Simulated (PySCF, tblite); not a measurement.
# C₆H₉SSi radical: geometry, infrared bands and EPR parameters

Aim: predict the infrared bands and EPR parameters of C₆H₉SSi radical (`[CH2]c1ccc(C[SiH3])s1`).

Programs: tblite 0.8.0 and PySCF 2.14.0, with density-fitted response routines of our own. Each step states its level of theory. These are calculated values for one molecule in the gas phase, unless marked as measured. Atoms are numbered from 0 throughout.

## Step 1: Starting geometry

17 atoms, charge 0, multiplicity 2; geometry from: force field or distance geometry start.

Bonds of the start (Å): C0–C1 1.43, C1–C2 1.37, C2–C3 1.43, C3–C4 1.39, C4–C5 1.50, C5–Si6 1.87, C4–S7 1.72, S7–C1 1.72, C0–H8 1.08, C0–H9 1.09, C2–H10 1.08, C3–H11 1.08, C5–H12 1.09, C5–H13 1.10, Si6–H14 1.49, Si6–H15 1.47, Si6–H16 1.49.

## Step 2: Optimising the geometry with GFN2-xTB

The job: settings as JSON, then the geometry in Å.

```
{"job": {"kind": "relax", "xc": "GFN2-xTB", "basis": "xTB"}, "charge": 0, "multiplicity": 2}
C      3.431100     0.386000     0.625500
C      2.121400     0.040100     0.176000
C      1.719100    -0.316400    -1.080400
C      0.316100    -0.600000    -1.155300
C     -0.303600    -0.469400     0.085900
C     -1.753800    -0.693000     0.419300
Si    -2.858500     0.802600     0.227800
S      0.821400     0.001600     1.295100
H      4.256000     0.409300    -0.070900
H      3.609400     0.641900     1.667700
H      2.373400    -0.359400    -1.938300
H     -0.205100    -0.907500    -2.049200
H     -2.142400    -1.491900    -0.209700
H     -1.829800    -1.068600     1.446500
H     -4.261800     0.438300     0.573400
H     -2.854000     1.289300    -1.161000
H     -2.445900     1.909200     1.137800
```

Launch:

```console
> OMP_NUM_THREADS=1 python probes_run.py task.json out
```

The driver reads the jobs from task.json and runs them one after another.

What it wrote:

```text
step      E/eV     max force
  0    -607.76880    3.756
  1    -607.98842    0.953
  2    -608.01722    0.255
  3    -608.02495    0.235
  4    -608.03060    0.224
  5    -608.03532    0.189
  6    -608.03782    0.117
  7    -608.03948    0.111
  8    -608.04103    0.104
  9    -608.04279    0.111
 10    -608.04446    0.114
 11    -608.04586    0.091
 12    -608.04698    0.071
 13    -608.04801    0.082
 14    -608.04898    0.077
 15    -608.04976    0.067
 16    -608.05031    0.054
 17    -608.05076    0.057
 18    -608.05125    0.066
 19    -608.05183    0.079
 20    -608.05241    0.074
 21    -608.05285    0.046
 22    -608.05316    0.044
 23    -608.05346    0.059
 24    -608.05387    0.078
 25    -608.05439    0.076
 26    -608.05494    0.057
 27    -608.05540    0.049
 28    -608.05573    0.053
 29    -608.05596    0.046
 30    -608.05615    0.039
 31    -608.05636    0.051
 32    -608.05663    0.073
 33    -608.05697    0.082
 34    -608.05733    0.064
 35    -608.05764    0.038
 36    -608.05790    0.036
 37    -608.05815    0.056
 38    -608.05844    0.064
 39    -608.05879    0.056
 40    -608.05922    0.053
 41    -608.05968    0.052
 42    -608.06006    0.053
 43    -608.06031    0.040
 44    -608.06049    0.028
 45    -608.06065    0.037
 46    -608.06080    0.031
 47    -608.06091    0.029
 48    -608.06097    0.020
 49    -608.06101    0.014
 50    -608.06104    0.012
 51    -608.06106    0.009
```

Run time: 0.42 s. Hardware: 1 thread of Arm Neoverse V1, shared host.

Along the way: (not every step is listed)

| step | energy from step 0 (eV) | largest force (eV/Å) |
| --- | --- | --- |
| 0 | 0.0000 | 3.7563 |
| 1 | -0.2196 | 0.9526 |
| 2 | -0.2484 | 0.2548 |
| 3 | -0.2561 | 0.2354 |
| 4 | -0.2618 | 0.2245 |
| 5 | -0.2665 | 0.1892 |
| 6 | -0.2690 | 0.1169 |
| 7 | -0.2707 | 0.1109 |
| 8 | -0.2722 | 0.1039 |
| 11 | -0.2771 | 0.0909 |
| 14 | -0.2802 | 0.0768 |
| 17 | -0.2820 | 0.0572 |
| 20 | -0.2836 | 0.0737 |
| 23 | -0.2847 | 0.0590 |
| 26 | -0.2861 | 0.0566 |
| 29 | -0.2872 | 0.0461 |
| 32 | -0.2878 | 0.0727 |
| 35 | -0.2888 | 0.0379 |
| 38 | -0.2896 | 0.0639 |
| 41 | -0.2909 | 0.0520 |
| 44 | -0.2917 | 0.0282 |
| 46 | -0.2920 | 0.0314 |
| 47 | -0.2921 | 0.0286 |
| 48 | -0.2922 | 0.0199 |
| 49 | -0.2922 | 0.0145 |
| 50 | -0.2922 | 0.0116 |
| 51 | -0.2923 | 0.0085 |

Close pairs (by a distance rule), those that changed most:

| bond | before (Å) | after (Å) | change (Å) |
| --- | --- | --- | --- |
| C0–C1 | 1.427 | 1.355 | -0.072 |
| C1–S7 | 1.716 | 1.772 | +0.057 |
| C5–Si6 | 1.869 | 1.922 | +0.053 |
| C2–C3 | 1.433 | 1.383 | -0.050 |
| C1–C2 | 1.367 | 1.413 | +0.047 |
| C4–C5 | 1.505 | 1.472 | -0.032 |
| Si6–H16 | 1.491 | 1.461 | -0.030 |
| Si6–H14 | 1.490 | 1.463 | -0.027 |

The end geometry stands in the next job.

## Step 3: Vibrational analysis with GFN2-xTB

The job: settings as JSON, then the geometry in Å.

```
{"job": {"kind": "ir", "xc": "GFN2-xTB", "basis": "xTB"}, "charge": 0, "multiplicity": 2}
C      3.348823     0.437149     0.596315
C      2.102063     0.068946     0.214765
C      1.632652    -0.284690    -1.070296
C      0.291183    -0.619240    -1.099394
C     -0.339534    -0.555622     0.127364
C     -1.763312    -0.785287     0.423846
Si    -2.761697     0.842279     0.206086
S      0.761705    -0.043566     1.368809
H      4.144490     0.492695    -0.124140
H      3.577836     0.680044     1.616762
H      2.282262    -0.288384    -1.926311
H     -0.232101    -0.916895    -1.992552
H     -2.162368    -1.544619    -0.249985
H     -1.884104    -1.143573     1.446070
H     -4.160001     0.548265     0.521133
H     -2.621833     1.274333    -1.184676
H     -2.223065     1.850195     1.116295
```

What it wrote:

```text
mode    cm-1     km/mol
  1      42.8      0.12
  2      74.7      0.34
  3     113.5      0.14
  4     152.8      0.67
  5     256.3      0.86
  6     300.5      1.39
  7     343.1      0.05
  8     445.6      3.45
  9     461.6      5.06
 10     506.6     27.60
 11     517.2      2.32
 12     545.9     19.57
 13     565.9      0.91
 14     653.7      0.42
 15     683.3     19.45
 16     709.8      3.64
 17     730.1     25.05
 18     743.5     31.45
 19     753.4     11.14
 20     763.7     84.30
 21     775.6    340.48
 22     782.5    323.58
 23     800.5    125.72
 24     840.4      7.13
 25     945.1      0.71
 26    1040.3     26.57
 27    1087.0      2.59
 28    1172.9      4.96
 29    1184.3     42.23
 30    1202.8     90.48
 31    1255.7     11.50
 32    1378.6      2.57
 33    1416.2      3.78
 34    1443.5     12.33
 35    1469.2      9.40
 36    1538.7     42.56
 37    2270.7    322.76
 38    2275.3    271.00
 39    2293.5    224.35
 40    2975.1     29.12
 41    2988.7     19.37
 42    3108.9     26.78
 43    3122.1      3.54
 44    3136.7     26.42
 45    3160.7     21.46
```

Run time: 0.73 s. Hardware: 1 thread of Arm Neoverse V1, shared host.

The strongest bands and the atoms that carry them (share of the mass-weighted mode):

| cm⁻¹ | km/mol | atoms |
| --- | --- | --- |
| 764 | 84.3 | H14 46 %, H15 26 %, H16 15 % |
| 776 | 340.5 | H15 42 %, H16 38 %, H14 11 % |
| 782 | 323.6 | H16 41 %, H15 27 %, H14 26 % |
| 800 | 125.7 | C5 24 %, H12 22 %, H13 20 %, H14 10 % |
| 1203 | 90.5 | C4 37 %, H13 23 %, C5 21 % |
| 2271 | 322.8 | H14 96 % |
| 2275 | 271.0 | H15 96 % |
| 2294 | 224.3 | H16 97 % |

## Step 4: g tensor and hyperfine couplings: B3LYP/pcH-1

Same as in step 3 but for these lines:

```diff
@@ -1,2 +1,2 @@
-{"job": {"kind": "ir", "xc": "GFN2-xTB", "basis": "xTB"}, "charge": 0, "multiplicity": 2}
+{"job": {"kind": "epr", "basis": "pcH-1"}, "charge": 0, "multiplicity": 2}
 C      3.348823     0.437149     0.596315
```

Level: UKS B3LYP, pcH-1 on C H S Si, non-relativistic, mean-field spin-orbit, GIAO.

What it wrote:

```text
UKS, coarse grid
  cycle   1  E = -921.66411737  |g| = 3.47e-01
  cycle   2  E = -921.63554702  |g| = 4.01e-01
  cycle   3  E = -921.71646926  |g| = 9.45e-02
  cycle   4  E = -921.72052762  |g| = 5.41e-02
  cycle   5  E = -921.72210409  |g| = 1.58e-02
  cycle   6  E = -921.72227693  |g| = 6.96e-03
  cycle   7  E = -921.72233351  |g| = 3.93e-03
  cycle   8  E = -921.72234895  |g| = 2.14e-03
  cycle   9  E = -921.72235165  |g| = 4.95e-04
UKS, final grid
  cycle   1  E = -921.72230521  |g| = 7.17e-04
  cycle   2  E = -921.72230476  |g| = 1.18e-03
  cycle   3  E = -921.72230547  |g| = 1.09e-04
  cycle   4  E = -921.72230547  |g| = 2.52e-05
E = -921.72230547 Eh   <S^2> = 0.7788 (exact 0.7500)
g shifts (ppm)      1          2          3
  rmc          -155       -155       -155
  gc              2         33         31
  oz_so         -48        122       2793
  total        -201         -1       2669
hyperfine (MHz)  atom isotope    a_iso     a_fc   dipolar eigenvalues
    0   13C      47.21      47.30    -45.91    -44.77     90.68
    1   13C     -40.72     -40.67    -23.05      8.96     14.09
    2   13C      34.46      34.50    -30.49    -30.09     60.57
    3   13C     -27.14     -27.15    -15.27      6.65      8.62
    4   13C      36.74      36.61    -31.42    -30.65     62.07
    5   13C     -11.36     -11.37     -1.57      0.05      1.51
    6  29Si     -46.50     -46.56     -8.03      3.78      4.25
    7   33S       1.55       1.64     -7.57     -3.81     11.38
    8    1H     -35.95     -35.95    -20.44     -0.83     21.27
    9    1H     -36.73     -36.72    -21.63     -0.36     21.99
   10    1H     -25.08     -25.09    -13.16     -1.32     14.47
   11    1H       5.90       5.90     -3.08     -0.06      3.14
   12    1H      17.56      17.56     -2.01     -1.73      3.74
   13    1H      17.86      17.85     -1.91     -1.52      3.43
   14    1H       9.37       9.37     -0.94     -0.47      1.42
   15    1H      -1.59      -1.59     -1.32     -0.56      1.88
   16    1H      -0.95      -0.96     -1.24     -0.53      1.77
```

Wall time 2 min (1 thread of Arm Neoverse V1, shared host); peak memory 1.1 GiB.

Principal g values 2.00212, 2.00232, 2.00499; g(iso) = 2.00314, against 2.00232 for a free electron.

Mean a(iso) over the nuclei that a row names, and the largest dipolar term of the row (other rows stand at the frozen geometry):

| nuclei | isotope | a(iso) (MHz) | a(iso) (G, at g = 2.0023) | largest dipolar term (MHz) |
| --- | --- | --- | --- | --- |
| C0 | 13C | 47.2 | 16.8 | 90.7 |
| Si6 | 29Si | -46.5 | -16.6 | -8.0 |
| C1 | 13C | -40.7 | -14.5 | -23.0 |
| C4 | 13C | 36.7 | 13.1 | 62.1 |
| H8, H9 | 1H | -36.3 | -13.0 | 22.0 |
| C2 | 13C | 34.5 | 12.3 | 60.6 |
| C3 | 13C | -27.1 | -9.7 | -15.3 |
| H10 | 1H | -25.1 | -9.0 | 14.5 |
| H12, H13 | 1H | 17.7 | 6.3 | 3.7 |
| C5 | 13C | -11.4 | -4.1 | -1.6 |
| H11 | 1H | 5.9 | 2.1 | 3.1 |
| H14, H15, H16 | 1H | 2.3 | 0.8 | 1.9 |
| S7 | 33S | 1.6 | 0.6 | 11.4 |

Mulliken spin populations:

C0 0.60; C1 -0.20; C2 0.39; C3 -0.14; C4 0.34; C5 -0.02; Si6 0.03; S7 0.05; H8 -0.03; H9 -0.03; H10 -0.02; H11 0.00; H12 0.01; H13 0.01; H14 0.01; H15 0.00; H16 0.00

In first order the couplings over 0.8 MHz of 1H give 144 distinct lines over 52.1 G, if the averaged nuclei exchange fast; the same motion can average rows kept apart here too.

Orbitals, density, ELF and potential are computed afterwards from the orbital file.

ELF in a plane through or near 7 of the atoms.

Ten even steps from ' ' (0.00) to '@' (1.00):
```
                                                        
                                                        
                                                        
            ....        ....                            
        ..**@@@@..    ==####==      ::..                
        ::@@@@@@==    ##%%%%##    ..==--                
        ..##@@@@++  ..##%%@@%%    ::==--::--##%%==      
        ..==%%**++----####%%**    ::--::==%%@@@@%%::    
      ::##%%--**%%++++##**##++::..**--..==@@@@@@@@++    
      ++@@@@%%==%%::..==..++**++--%%++..--@@@@@@@@==    
      ==@@@@##::--##@@==..**##++--**##==::**@@@@##..    
      ..####..  ::##::++****%%==..::--::....==++::      
              ..##%%::**##::++::                        
              **@@@@%%++++##@@##                        
              ##@@@@##  ::@@@@@@==                      
              --%%##::  ..@@@@@@++                      
                          ++%%++..                      
                            ..                          
                                                        
                                                        
```
The map spans 13.5 Å across and 9.6 Å up, centred on the molecule. Atoms in the plane (x, y in Å): C0 (-3.3, 0.8), C1 (-2.1, 0.3), C2 (-1.7, -1.0), C3 (-0.3, -1.2), H9 (-3.5, 1.8), H11 (0.2, -2.2), H14 (4.2, 0.6).

On the surface of density 0.002 e/bohr³ the electrostatic potential runs, from the 1st to the 99th percentile, from -0.68 V near C1 to 1.06 V near H14.

The spin density lies nearest to C0 27 %; C2, C4 about 19 % each; C1 7 % (beta excess).

## Step 5: Outcome

```
                                                                  quantity                 value
                                 strongest single infrared mode (GFN2-xTB)  776 cm⁻¹, 340 km/mol
                                              zero-point energy (GFN2-xTB)         75.8 kcal/mol
                                                            g(iso) (B3LYP)               2.00314
                                                                      ⟨S²⟩    0.779 (exact 0.75)
                                        largest a(iso) (averaged by class)   13C on C0, 47.2 MHz
potential on the surface of density 0.002 e/bohr³, 1st and 99th percentile    -0.68 V and 1.06 V
```

What this shows: Relaxing lowered the energy by 0.292 eV in 51 steps; the close pair that moved most is C0–C1, from 1.427 to 1.355 Å. No mode is imaginary among the 45: a minimum at this level. The strongest single mode, at 776 cm⁻¹, moves mainly H15 and H16. Unscaled tight-binding wavenumbers are off by several per cent, some by more. Its intensities can rank the bands wrongly. C0 carries the largest spin population, 0.60 e. The isotropic g lies 0.8 ppt above the free-electron value. The conformer search found further structures of the same energy, which may be mirror or relabelled copies of this one.
